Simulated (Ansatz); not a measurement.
**GeBH₃S (SMILES [BH]1[S][GeH2]1): single points off equilibrium**

The atoms stand at a structure displaced at random from a GFN2-xTB minimum. How far do the functionals agree with CCSD(T) there?

Program: Ansatz 0.2.0, Gaussian basis. Level of theory: single points in def2-TZVPP. These are calculated values, not measurements.

Correlated methods freeze the cores. Filled d shells of the heavier atoms are correlated.

## 1. The starting structure

SMILES `[BH]1[S][GeH2]1`, 6 atoms, charge 0, spin multiplicity 1.

Atoms are counted from 1 here; the program's logs count them from 0.

Bond lengths: B1–S2 1.751 Å, B1–Ge3 2.103 Å, B1–H4 1.283 Å, S2–Ge3 2.567 Å, Ge3–H5 1.577 Å, Ge3–H6 1.644 Å. Angles: S2–B1–Ge3 83.0°, S2–B1–H4 141.5°, Ge3–B1–H4 134.7°, B1–S2–Ge3 54.4°, B1–Ge3–S2 42.6°, B1–Ge3–H5 123.3°, B1–Ge3–H6 117.0°, S2–Ge3–H5 95.1°, S2–Ge3–H6 91.5°, H5–Ge3–H6 94.1°.

As a file:

```tsv
atom	x (Å)	y (Å)	z (Å)
B1	-0.68370	-1.04320	-0.14780
S2	0.92480	-1.25650	0.51070
Ge3	-0.10980	0.97950	-0.20920
H4	-1.68080	-1.71230	-0.60100
H5	1.17500	1.49230	-0.96580
H6	0.30620	1.67990	1.21900
```

## 2. CCSD(T)/def2-TZVPP

run/in.yaml

```yaml
crystal:
  periodic: [false, false, false]
  atoms:
    - {symbol: B, position_ang: [-0.683700, -1.043200, -0.147800]}
    - {symbol: S, position_ang: [0.924800, -1.256500, 0.510700]}
    - {symbol: Ge, position_ang: [-0.109800, 0.979500, -0.209200]}
    - {symbol: H, position_ang: [-1.680800, -1.712300, -0.601000]}
    - {symbol: H, position_ang: [1.175000, 1.492300, -0.965800]}
    - {symbol: H, position_ang: [0.306200, 1.679900, 1.219000]}
basis:
  gaussian: {orbitals: def2-TZVPP}
correlation: {method: ccsd_t}
output: {forces: true}
```

No record of the launch command was kept for these runs.

## 3. PBE0-D4/def2-TZVPP

run/in.yaml, as its differences from that of step 2:

```diff
@@ -11,3 +11,3 @@
   gaussian: {orbitals: def2-TZVPP}
-correlation: {method: ccsd_t}
-output: {forces: true}
+hamiltonian: {xc: pbe0, dispersion: d4}
+output: {forces: true, orbitals: {seedname: orbitals}}
```

## 4. wB97M-V/def2-TZVPP

run/in.yaml, as its differences from that of step 3:

```diff
@@ -11,3 +11,3 @@
   gaussian: {orbitals: def2-TZVPP}
-hamiltonian: {xc: pbe0, dispersion: d4}
-output: {forces: true, orbitals: {seedname: orbitals}}
+hamiltonian: {xc: {name: wB97M-V}}
+output: {forces: true}
```

## 5. r2SCAN-D4/def2-TZVPP

run/in.yaml, as its differences from that of step 4:

```diff
@@ -11,3 +11,3 @@
   gaussian: {orbitals: def2-TZVPP}
-hamiltonian: {xc: {name: wB97M-V}}
+hamiltonian: {xc: r2scan, dispersion: d4}
 output: {forces: true}
```

## 6. PBE-D4/def2-TZVPP

run/in.yaml, as its differences from that of step 5:

```diff
@@ -11,3 +11,3 @@
   gaussian: {orbitals: def2-TZVPP}
-hamiltonian: {xc: r2scan, dispersion: d4}
+hamiltonian: {xc: pbe, dispersion: d4}
 output: {forces: true}
```

## 7. revPBE-D4/def2-TZVPP

run/in.yaml, as its differences from that of step 6:

```diff
@@ -11,3 +11,3 @@
   gaussian: {orbitals: def2-TZVPP}
-hamiltonian: {xc: pbe, dispersion: d4}
+hamiltonian: {xc: {name: revPBE}, dispersion: d4}
 output: {forces: true}
```

## 8. BLYP-D4/def2-TZVPP

run/in.yaml, as its differences from that of step 7:

```diff
@@ -11,3 +11,3 @@
   gaussian: {orbitals: def2-TZVPP}
-hamiltonian: {xc: {name: revPBE}, dispersion: d4}
+hamiltonian: {xc: {name: BLYP}, dispersion: d4}
 output: {forces: true}
```

(Steps that only read results are left out.)

Q: Predict the outcome of this session. Wanted: energy less free atoms, CCSD(T)/def2-TZVPP; RMS force component; RMS force error; HOMO and LUMO, PBE0-D4; T1 diagnostic.

As calculated:

| quantity | value |
| --- | --- |
| energy less free atoms, CCSD(T)/def2-TZVPP | -406.0 kcal/mol |
| RMS force component | 0.795 to 1.073 eV/Å over the methods |
| RMS force error | PBE0-D4 0.133, wB97M-V 0.176, r2SCAN-D4 0.093, PBE-D4 0.185, revPBE-D4 0.205, BLYP-D4 0.240 eV/Å |
| HOMO and LUMO, PBE0-D4 | -7.41 and -2.34 eV |
| T1 diagnostic | 0.018 |

What this shows: Against CCSD(T) the functionals' energies less atoms differ by -22.2 to -8.8 kcal/mol, PBE-D4 by -22.2 kcal/mol. A larger basis would deepen the CCSD(T) value, while the functionals are nearly converged already, so the order here is not reliable. For forces r2SCAN-D4 does best and BLYP-D4 worst.
